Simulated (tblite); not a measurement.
# C8H9NSi: the cost of one run

Computed with tblite 0.8.0 and PySCF 2.14.0, with density-fitted response routines of our own, on a single molecule, in the gas phase or a continuum. Atoms count from 0, in the outputs and in this text.

### Step 1. The starting structure

19 atoms, charge 0, multiplicity 1; geometry from: force field or distance geometry start.

Bonds of the start (Å): N0–C1 1.41, C1–C2 1.37, C2–C3 1.36, C3–C4 1.38, C4–C5 1.37, C5–C6 1.37, C6–C7 1.42, C7–C8 1.31, C8–Si9 1.86, C6–C1 1.42, Si9–C5 1.86, N0–H10 1.07, N0–H11 1.03, C2–H12 1.10, C3–H13 1.08, C4–H14 1.09, C7–H15 1.12, C8–H16 1.07, Si9–H17 1.45, Si9–H18 1.46.

### Step 2. Optimising the geometry with GFN2-xTB

Job settings and geometry (Å):

```
{"job": {"kind": "relax", "xc": "GFN2-xTB", "basis": "xTB"}, "charge": 0, "multiplicity": 1}
N     -1.914700     1.813500    -0.387200
C     -1.268100     0.568500    -0.305900
C     -1.990800    -0.566900    -0.571000
C     -1.485100    -1.828500    -0.533200
C     -0.156500    -1.954600    -0.166500
C      0.569500    -0.825800     0.099900
C      0.098800     0.463700     0.060500
C      1.013400     1.497800     0.386600
C      2.242600     1.147200     0.691700
Si     2.353500    -0.709900     0.596600
H     -2.414200     2.012900    -1.308300
H     -1.941700     2.494800     0.380900
H     -3.047300    -0.430200    -0.836500
H     -2.084400    -2.701300    -0.751300
H      0.324200    -2.927200    -0.110700
H      0.728200     2.575900     0.396100
H      3.047600     1.799800     0.957700
H      2.651800    -1.322200     1.874800
H      3.263300    -1.098300    -0.481600
```

Started as:

```
OMP_NUM_THREADS=1 python probes_run.py task.json out
```

This one command runs all jobs of the session in turn.

**Question.** How long does this first job take on 1 thread of Intel Xeon at 2.50GHz, shared host, and how much memory does it need?

About 2.2 s, with a peak of 0.18 GiB.
